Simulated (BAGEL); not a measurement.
# C2H4AlFO (SMILES C=C[O][AlH][F]): a chain of runs

We compute the energy (HF/cc-pVDZ), then the energy (NEVPT2(2,2)/cc-pVDZ) of C2H4AlFO. 

The calculation is run with BAGEL 1.2.2.

2 further runs of the same task are left out: 2 set aside as unsound or not needed.

### 1 The system as given

The species is C2H4AlFO (9 atoms), meant as a singlet with charge 0. As SMILES, `C=C[O][AlH][F]`. One bond was lengthened or shortened from a relaxed shape.

Bond lengths: C1–C2 1.325 Å, C2–O3 1.346 Å, O3–Al4 1.684 Å, Al4–F5 1.640 Å, C1–H6 1.083 Å, C1–H7 1.081 Å, C2–H8 1.090 Å, Al4–H9 1.800 Å. Angles: C1–C2–O3 123.2°, C2–O3–Al4 137.8°, O3–Al4–F5 116.4°, C1–C2–H8 121.1°, O3–C2–H8 115.7°, C2–C1–H6 121.4°, C2–C1–H7 119.7°, O3–Al4–H9 123.2°, F5–Al4–H9 120.5°, H6–C1–H7 119.0°.

### 2 A single-point energy at HF/cc-pVDZ (density fitting with svp-jkfit) (run 1)

input.json reads:

```json
{ "bagel": [

{
  "title": "molecule",
  "basis": "cc-pvdz.json",
  "df_basis": "svp-jkfit",
  "angstrom": "false",
  "geometry": [
    { "atom": "C", "xyz": [ -2.95841349, -0.55005959,  2.51001550 ] },
    { "atom": "C", "xyz": [ -1.38238190, -0.46086452,  0.56662115 ] },
    { "atom": "O", "xyz": [  0.91987143,  0.61514554,  0.68775259 ] },
    { "atom": "Al", "xyz": [  3.39635752,  1.11176556, -1.24808285 ] },
    { "atom": "F", "xyz": [  5.82805710,  2.59009831, -0.02013881 ] },
    { "atom": "H", "xyz": [ -2.45895888,  0.25382990,  4.32453052 ] },
    { "atom": "H", "xyz": [ -4.78332201, -1.44219929,  2.29194110 ] },
    { "atom": "H", "xyz": [ -1.89449768, -1.27382470, -1.25564175 ] },
    { "atom": "H", "xyz": [  3.44742737,  0.11187179, -4.49811509 ] }
  ]
},
{ "title": "hf" },
{ "title": "print", "file": "orbitals.molden", "orbitals": "true" }

]}
```

The basis set cc-pVDZ is read from a file made from the Basis Set Exchange's data (not shown).

Launch:

```console
$ BAGEL_NUM_THREADS=1 BAGEL input.json > input.out
```

The program printed:

```text
* using 1 threads per process

  ===============================================================
  ===============================================================

  *** Geometry ***

  { "atom" : "C", "xyz" : [     -2.958413,     -0.550060,      2.510016 ] },
  { "atom" : "C", "xyz" : [     -1.382382,     -0.460865,      0.566621 ] },
  { "atom" : "O", "xyz" : [      0.919871,      0.615146,      0.687753 ] },
  { "atom" : "Al", "xyz" : [      3.396358,      1.111766,     -1.248083 ] },
  { "atom" : "F", "xyz" : [      5.828057,      2.590098,     -0.020139 ] },
  { "atom" : "H", "xyz" : [     -2.458959,      0.253830,      4.324531 ] },
  { "atom" : "H", "xyz" : [     -4.783322,     -1.442199,      2.291941 ] },
  { "atom" : "H", "xyz" : [     -1.894498,     -1.273825,     -1.255642 ] },
  { "atom" : "H", "xyz" : [      3.447427,      0.111872,     -4.498115 ] },

  Number of auxiliary basis functions:      504

  Since a DF basis is specified, we compute 2- and 3-index integrals:
    o Being stored without compression. Storage requirement is 0.036 GB

  Number of basis functions:       94
  Number of electrons      :       46

    * METHOD: MOLECULE                             0.29

  *** RHF ***

  === Nuclear Repulsion ===
   200.8649619249

      * DIIS with orbital gradients will be used.

  === RHF iteration (cc-pvdz.json) ===
      0       -494.06135845          0.01675090           0.08
      1       -494.26065661          0.01131235           0.09
      2       -494.37059320          0.00152486           0.08
      3       -494.37275639          0.00054390           0.08
      4       -494.37300471          0.00014409           0.08
      5       -494.37302238          0.00004754           0.09
      6       -494.37302541          0.00002816           0.09
      7       -494.37302654          0.00000634           0.08
      8       -494.37302659          0.00000220           0.08
      9       -494.37302660          0.00000073           0.08
     10       -494.37302660          0.00000033           0.09
     11       -494.37302660          0.00000009           0.09
     12       -494.37302660          0.00000002           0.09
     13       -494.37302660          0.00000001           0.09
     14       -494.37302660          0.00000000           0.09
    * SCF iteration converged.

    * Permanent dipole moment:
           (    0.460402,     0.378515,     0.532786) a.u.

    * METHOD: HF                                   1.50

    * METHOD: PRINT                                0.02

  ===============================================================
```

Wall time 1.9 s (1 thread of Arm Neoverse V1, shared host); peak memory 0.15 GiB.

### 3 The energy at NEVPT2(2,2)/cc-pVDZ (density fitting with svp-jkfit) (run 2)

nevpt2.json reads:

```json
{ "bagel" : [

{
  "title" : "molecule",
  "basis" : "cc-pvdz.json",
  "df_basis" : "svp-jkfit",
  "angstrom" : false,
  "geometry" : [
    { "atom" : "C", "xyz" : [    -2.95841349,    -0.55005959,     2.51001550 ] },
    { "atom" : "C", "xyz" : [    -1.38238190,    -0.46086452,     0.56662115 ] },
    { "atom" : "O", "xyz" : [     0.91987143,     0.61514554,     0.68775259 ] },
    { "atom" : "Al", "xyz" : [     3.39635752,     1.11176556,    -1.24808285 ] },
    { "atom" : "F", "xyz" : [     5.82805710,     2.59009831,    -0.02013881 ] },
    { "atom" : "H", "xyz" : [    -2.45895888,     0.25382990,     4.32453052 ] },
    { "atom" : "H", "xyz" : [    -4.78332201,    -1.44219929,     2.29194110 ] },
    { "atom" : "H", "xyz" : [    -1.89449768,    -1.27382470,    -1.25564175 ] },
    { "atom" : "H", "xyz" : [     3.44742737,     0.11187179,    -4.49811509 ] }
  ]
},

{ "title" : "hf", "charge" : 0 },

{
  "title" : "nevpt2",
  "nstate" : 1,
  "nact" : 2,
  "nclosed" : 22,
  "charge" : 0,
  "active" : [22, 28],
  "maxiter" : 200,
  "natocc" : true,
  "ncore" : 9
},

{ "title" : "print", "file" : "orbitals.molden", "orbitals" : true }

]}
```

The basis set cc-pVDZ is read from a file made from the Basis Set Exchange's data (not shown).

Launch:

```console
$ BAGEL_NUM_THREADS=1 BAGEL nevpt2.json > nevpt2.out
```

The program printed:

```text
* using 1 threads per process

  ===============================================================
  ===============================================================

  *** Geometry ***

  { "atom" : "C", "xyz" : [     -2.958413,     -0.550060,      2.510016 ] },
  { "atom" : "C", "xyz" : [     -1.382382,     -0.460865,      0.566621 ] },
  { "atom" : "O", "xyz" : [      0.919871,      0.615146,      0.687753 ] },
  { "atom" : "Al", "xyz" : [      3.396358,      1.111766,     -1.248083 ] },
  { "atom" : "F", "xyz" : [      5.828057,      2.590098,     -0.020139 ] },
  { "atom" : "H", "xyz" : [     -2.458959,      0.253830,      4.324531 ] },
  { "atom" : "H", "xyz" : [     -4.783322,     -1.442199,      2.291941 ] },
  { "atom" : "H", "xyz" : [     -1.894498,     -1.273825,     -1.255642 ] },
  { "atom" : "H", "xyz" : [      3.447427,      0.111872,     -4.498115 ] },

  Number of auxiliary basis functions:      504

  Since a DF basis is specified, we compute 2- and 3-index integrals:
    o Being stored without compression. Storage requirement is 0.036 GB

  Number of basis functions:       94
  Number of electrons      :       46

    * METHOD: MOLECULE                             0.28

  *** RHF ***

  === Nuclear Repulsion ===
   200.8649619249

      * DIIS with orbital gradients will be used.

  === RHF iteration (cc-pvdz.json) ===
      0       -494.06135845          0.01675090           0.08
      1       -494.26065661          0.01131235           0.08
      2       -494.37059320          0.00152486           0.08
      3       -494.37275639          0.00054390           0.08
      4       -494.37300471          0.00014409           0.08
      5       -494.37302238          0.00004754           0.09
      6       -494.37302541          0.00002816           0.08
      7       -494.37302654          0.00000634           0.08
      8       -494.37302659          0.00000220           0.09
      9       -494.37302660          0.00000073           0.09
     10       -494.37302660          0.00000033           0.08
     11       -494.37302660          0.00000009           0.09
     12       -494.37302660          0.00000002           0.08
     13       -494.37302660          0.00000001           0.08
     14       -494.37302660          0.00000000           0.08
    * SCF iteration converged.

    * Permanent dipole moment:
           (    0.460402,     0.378515,     0.532786) a.u.

    * METHOD: HF                                   1.45

    * freezing 9 orbitals
  ---------------------------
      CASSCF calculation
  ---------------------------

    ==== Active orbitals : =====
         Orbital 22
         Orbital 28
    ============================

    * nstate   :      1
    * nclosed  :     22
    * nact     :      2
    * nvirt    :     70
  === CASSCF iteration (cc-pvdz.json) ===

    * Using the second-order algorithm

      0  0      -494.37312900     3.35e-05      0.03

      1  0      -494.37621937     5.08e-04      0.41

      2  0      -494.38843435     8.33e-04      0.43

      3  0      -494.39061198     2.10e-04      0.50

      4  0      -494.39069567     7.50e-05      0.45

      5  0      -494.39069971     2.21e-05      0.46

      6  0      -494.39069997     6.03e-06      0.47

      7  0      -494.39069999     1.61e-06      0.48

      8  0      -494.39069999     4.26e-07      0.47

      9  0      -494.39069999     1.12e-07      0.48

     10  0      -494.39069999     2.96e-08      0.44

     11  0      -494.39069999     7.81e-09      0.41

    * Second-order optimization converged. *

     guess   0:   closed 1.                   open ..

  === FCI iteration ===

      0  0      -494.37264258     6.62e-02      0.00
      1  0      -494.39068751     1.38e-03      0.00
      2  0 *    -494.39069999     6.74e-16      0.00

     * ci vector, state   0, <S^2> = 0.0000
       2.     0.9908277602
       .2    -0.1351308614

  === DF-NEVPT2 calculation ===

    * 3-index integral transformation done
    * assembly done

      NEVPT2 correlation energy:   -0.6781401434      0.27

          (+0)     -0.6527946896
          (+0)'    -0.0012072178
          (+1)     -0.0087716853
          (+1)'    -0.0000000000
          (+2)     -0.0000938142
          (-1)     -0.0067939516
          (-1)'     0.0000000000
          (-2)     -0.0084787849

      NEVPT2 total energy:       -495.0688401307

    * METHOD: NEVPT2                               5.67

    * METHOD: PRINT                                0.02

  ===============================================================
```

It took 7.8 s on 1 thread of Arm Neoverse V1, shared host; peak memory 0.15 GiB.

### 4 Results

```
                                quantity          value
         run 1, HF/cc-pVDZ: total energy  -494.37303 Eh
        run 1, HF/cc-pVDZ: dipole moment         2.03 D
          run 1, HF/cc-pVDZ: HOMO energy       -9.48 eV
          run 1, HF/cc-pVDZ: LUMO energy        1.87 eV
        run 1, HF/cc-pVDZ: HOMO–LUMO gap       11.35 eV
run 2, NEVPT2(2,2)/cc-pVDZ: total energy  -495.06884 Eh
```
